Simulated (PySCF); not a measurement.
# C3H10Si (trimethylsilane): levels of theory compared

We compute a comparison of 3 runs (HF/3-21G, B2PLYP/cc-pVDZ, M06-2X/cc-pVDZ) of C3H10Si (trimethylsilane). Input form: a Python script.

The results are computed with PySCF 2.14.0.

1 further run of the same task is left out (set aside as unsound or not needed).

## Step 1: Starting point

The species is C3H10Si (14 atoms), meant as a singlet with charge 0. SMILES: `C[SiH](C)C`. One bond was lengthened or shortened from a relaxed shape.

Bond lengths: C1–Si2 2.155 Å, Si2–C3 1.874 Å, Si2–C4 1.874 Å, C1–H5 1.093 Å, C1–H6 1.093 Å, C1–H7 1.094 Å, Si2–H8 1.494 Å, C3–H9 1.094 Å, C3–H10 1.093 Å, C3–H11 1.093 Å, C4–H12 1.093 Å, C4–H13 1.094 Å, C4–H14 1.093 Å. Some angles: C1–Si2–C3 110.3°, C1–Si2–C4 110.3°, C3–Si2–C4 110.3°, C1–Si2–H8 108.6°, C3–Si2–H8 108.6°, C4–Si2–H8 108.6°, Si2–C1–H5 111.2°, Si2–C1–H6 111.1°, Si2–C1–H7 110.9°, Si2–C3–H9 110.9°.

## Step 2: A single-point energy at HF/3-21G (run 1)

The input, run.py:

```python
from pyscf import gto

molecule = gto.Mole()
molecule.atom = '''
C     -1.983243     2.356785    -2.355479
Si    -0.640239    -0.027590     0.659325
C      2.342127     1.292762     2.036747
C     -0.096943    -3.319682    -0.524588
H     -3.743145     1.628485    -3.153889
H     -2.340590     4.276936    -1.684060
H     -0.593916     2.467712    -3.881433
H     -2.606877    -0.112061     2.684167
H      3.834254     1.386114     0.610004
H      3.026963     0.119998     3.592747
H      2.044306     3.201385     2.767126
H     -1.830767    -4.127162    -1.303533
H      1.335847    -3.339713    -2.013881
H      0.551611    -4.560098     0.993996
'''
molecule.verbose = 4
molecule.unit = 'bohr'
molecule.max_memory = 1860
molecule.basis = '3-21g'
molecule.build()

mf = molecule.RHF()
mf.conv_tol = 1e-10
mf.kernel()
if not mf.converged:
    mf = mf.newton().run(mf.mo_coeff, mf.mo_occ)

etot = mf.e_tot
print('E = %.10f Eh' % etot)
```

Run with:

```sh
OMP_NUM_THREADS=1 python run.py
```

Log:

```text
PySCF version 2.14.0

[INPUT] num. atoms = 14
[INPUT] num. electrons = 42
[INPUT] charge = 0
[INPUT] spin (= nelec alpha-beta = 2S) = 0
[INPUT] symmetry False subgroup None
[INPUT] Mole.unit = bohr
[INPUT] Symbol           X                Y                Z      unit          X                Y                Z       unit  Magmom
[INPUT]  1 C     -1.049486999317   1.247156913038  -1.246465807601 AA   -1.983243000000   2.356785000000  -2.355479000000 Bohr   0.0
[INPUT]  2 Si    -0.338799888342  -0.014599999249   0.348899764590 AA   -0.640239000000  -0.027590000000   0.659325000000 Bohr   0.0
[INPUT]  3 C      1.239400233480   0.684100189543   1.077800096810 AA    2.342127000000   1.292762000000   2.036747000000 Bohr   0.0
[INPUT]  4 C     -0.051300026358  -1.756700061901  -0.277600014722 AA   -0.096943000000  -3.319682000000  -0.524588000000 Bohr   0.0
[INPUT]  5 H     -1.980787031169   0.861757150325  -1.668966184571 AA   -3.743145000000   1.628485000000  -3.153889000000 Bohr   0.0
[INPUT]  6 H     -1.238586888107   2.263257063763  -0.891166173822 AA   -2.340590000000   4.276936000000  -1.684060000000 Bohr   0.0
[INPUT]  7 H     -0.314286812401   1.305856953514  -2.053965889313 AA   -0.593916000000   2.467712000000  -3.881433000000 Bohr   0.0
[INPUT]  8 H     -1.379499900071  -0.059300127433   1.420400006704 AA   -2.606877000000  -0.112061000000   2.684167000000 Bohr   0.0
[INPUT]  9 H      2.028999837679   0.733499940537   0.322800215370 AA    3.834254000000   1.386114000000   0.610004000000 Bohr   0.0
[INPUT] 10 H      1.601799837898   0.063500206956   1.901199837001 AA    3.026963000000   0.119998000000   3.592747000000 Bohr   0.0
[INPUT] 11 H      1.081800147347   1.694099985381   1.464300018944 AA    2.044306000000   3.201385000000   2.767126000000 Bohr   0.0
[INPUT] 12 H     -0.968800174904  -2.184000076175  -0.689799957282 AA   -1.830767000000  -4.127162000000  -1.303533000000 Bohr   0.0
[INPUT] 13 H      0.706899789676  -1.767300010613  -1.065699930705 AA    1.335847000000  -3.339713000000  -2.013881000000 Bohr   0.0
[INPUT] 14 H      0.291899970493  -2.413099941162   0.526000030946 AA    0.551611000000  -4.560098000000   0.993996000000 Bohr   0.0

nuclear repulsion = 169.593820598366
number of shells = 42
number of NR pGTOs = 102
number of NR cGTOs = 60
basis = 3-21g
ecp = {}

******** <class 'pyscf.scf.hf.RHF'> ********
method = RHF
initial guess = minao
damping factor = 0
level_shift factor = 0
DIIS = <class 'pyscf.scf.diis.CDIIS'>
diis_start_cycle = 1
diis_space = 8
diis_damp = 0
SCF conv_tol = 1e-10
SCF conv_tol_grad = None
SCF max_cycles = 50
direct_scf = True
direct_scf_tol = 1e-13
Set gradient conv threshold to 1e-05
Initial guess from minao.
init E= -405.925986451423
  HOMO = -0.3006306435199  LUMO = 0.116523266841143  gap/eV = 11.35134
cycle= 1 E= -406.161880604511  delta_E= -0.236  |g|= 0.26  |ddm|= 2.89
  HOMO = -0.392015287634732  LUMO = 0.203002438117344  gap/eV = 16.19126
cycle= 2 E= -406.188225568671  delta_E= -0.0263  |g|= 0.0597  |ddm|= 0.395
  HOMO = -0.392142054310097  LUMO = 0.21157095436253  gap/eV = 16.42787
cycle= 3 E= -406.189788235128  delta_E= -0.00156  |g|= 0.00892  |ddm|= 0.12
  HOMO = -0.392616689759371  LUMO = 0.211041351158095  gap/eV = 16.42637
cycle= 4 E= -406.189812960862  delta_E= -2.47e-05  |g|= 0.00242  |ddm|= 0.0125
  HOMO = -0.392894001971716  LUMO = 0.21104631536161  gap/eV = 16.43405
cycle= 5 E= -406.189815447186  delta_E= -2.49e-06  |g|= 0.000339  |ddm|= 0.00518
  HOMO = -0.392826047999769  LUMO = 0.211117022729413  gap/eV = 16.43413
cycle= 6 E= -406.189815526966  delta_E= -7.98e-08  |g|= 0.000125  |ddm|= 0.000955
  HOMO = -0.392856745545678  LUMO = 0.211104423187022  gap/eV = 16.43462
cycle= 7 E= -406.189815536819  delta_E= -9.85e-09  |g|= 3.86e-05  |ddm|= 0.000304
  HOMO = -0.392848835283361  LUMO = 0.211107355883389  gap/eV = 16.43449
cycle= 8 E= -406.189815538082  delta_E= -1.26e-09  |g|= 6.85e-06  |ddm|= 0.000136
  HOMO = -0.392848076581715  LUMO = 0.211108188476695  gap/eV = 16.43449
cycle= 9 E= -406.189815538109  delta_E= -2.67e-11  |g|= 1.37e-06  |ddm|= 1.53e-05
  HOMO = -0.392848601535055  LUMO = 0.21110779418957  gap/eV = 16.43449
Extra cycle  E= -406.189815538112  delta_E= -3.07e-12  |g|= 4.77e-07  |ddm|= 2.97e-06
converged SCF energy = -406.189815538112
E = -406.1898155381 Eh
```

It took 2 s on 1 thread of Intel Xeon at 2.70GHz, shared host; peak memory 0.13 GiB.

## Step 3: A single-point energy at B2PLYP/cc-pVDZ (run 2)

The input, input.py:

```python
from pyscf import gto, dft, mp

mol = gto.M(
    atom=[
    ('C', (-1.049487, 1.247157, -1.246466)),
    ('Si', (-0.338800, -0.014600, 0.348900)),
    ('C', (1.239400, 0.684100, 1.077800)),
    ('C', (-0.051300, -1.756700, -0.277600)),
    ('H', (-1.980787, 0.861757, -1.668966)),
    ('H', (-1.238587, 2.263257, -0.891166)),
    ('H', (-0.314287, 1.305857, -2.053966)),
    ('H', (-1.379500, -0.059300, 1.420400)),
    ('H', (2.029000, 0.733500, 0.322800)),
    ('H', (1.601800, 0.063500, 1.901200)),
    ('H', (1.081800, 1.694100, 1.464300)),
    ('H', (-0.968800, -2.184000, -0.689800)),
    ('H', (0.706900, -1.767300, -1.065700)),
    ('H', (0.291900, -2.413100, 0.526000)),
],
    basis='cc-pvdz',
    verbose=3,
    max_memory=1860,
)

mf = dft.RKS(mol, xc='0.53*HF + 0.47*B88, 0.73*LYP')
mf.conv_tol = 1e-10
mf.grids.level = 5
mf.kernel()
if not mf.converged:
    mf = mf.newton().run(mf.mo_coeff, mf.mo_occ)

pt = mp.MP2(mf, frozen=8).run()
etot = mf.e_tot + 0.27 * pt.e_corr
print('PT2 part  %.8f' % (0.27 * pt.e_corr))
print(f'total energy: {etot:.8f} hartree')
```

Run with:

```sh
OMP_NUM_THREADS=1 python input.py
```

Log:

```text
converged SCF energy = -409.372500650325
E(RMP2) = -410.041195364064  E_corr = -0.668694713738853
E(SCS-RMP2) = -410.051154838884  E_corr = -0.678654188559619
PT2 part  -0.18054757
total energy: -409.55304822 hartree
```

Wall time 34 s (1 thread of Intel Xeon at 2.70GHz, shared host); peak memory 0.59 GiB.

## Step 4: The energy at M06-2X/cc-pVDZ (run 3)

The input, start.xyz:

```xyz
14

C     -1.049487     1.247157    -1.246466
Si    -0.338800    -0.014600     0.348900
C      1.239400     0.684100     1.077800
C     -0.051300    -1.756700    -0.277600
H     -1.980787     0.861757    -1.668966
H     -1.238587     2.263257    -0.891166
H     -0.314287     1.305857    -2.053966
H     -1.379500    -0.059300     1.420400
H      2.029000     0.733500     0.322800
H      1.601800     0.063500     1.901200
H      1.081800     1.694100     1.464300
H     -0.968800    -2.184000    -0.689800
H      0.706900    -1.767300    -1.065700
H      0.291900    -2.413100     0.526000
```

The input, job.py:

```python
from pyscf import gto, dft

system = gto.M(
    atom='start.xyz',
    max_memory=1860,
    basis='cc-pvdz',
    verbose=3,
)

mf = dft.RKS(system)
mf.xc = 'm06-2x'
mf.grids.level = 5
mf.conv_tol = 1e-10
mf.kernel()
if not mf.converged:
    mf = mf.newton().run(mf.mo_coeff, mf.mo_occ)

e_final = mf.e_tot
print('E = %.10f Eh' % e_final)
```

Run with:

```sh
OMP_NUM_THREADS=1 python job.py
```

Log:

```text
converged SCF energy = -409.740000456953
E = -409.7400004570 Eh
```

Wall time 48 s (1 thread of Intel Xeon at 2.70GHz, shared host); peak memory 0.65 GiB.

## Step 5: Overview of the runs

| run | level | frozen core orbitals | integration grid | energy (Eh) | dipole moment (D) | HOMO energy (eV) | LUMO energy (eV) | wall time |
| --- | --- | --- | --- | --- | --- | --- | --- | --- |
| 1 | HF/3-21G | – | – | -406.189816 | 0.65 | -10.69 | 5.74 | 2 s |
| 2 | B2PLYP/cc-pVDZ | 8 | 5 | -409.553048 | 0.73 | -8.88 | 2.70 | 34 s |
| 3 | M06-2X/cc-pVDZ | – | 5 | -409.740000 | 0.74 | -8.90 | 2.45 | 48 s |

## Step 6: Summary of results

| quantity | value |
| --- | --- |
| run 3: total energy | -409.74000 Eh |
| run 3: dipole moment | 0.74 D |
| run 3: HOMO energy | -8.90 eV |
| run 3: LUMO energy | 2.45 eV |
| run 3: HOMO–LUMO gap | 11.35 eV |

In words: The dipole moment (its size) runs from 0.65 D (HF/3-21G) to 0.74 D (M06-2X/cc-pVDZ). The two ends differ in method and basis. The HOMO–LUMO gap runs from 11.35 eV (M06-2X/cc-pVDZ) to 16.43 eV (HF/3-21G). Totals of different functionals can't be ranked against each other. All runs together took 84 s, the longest 48 s.
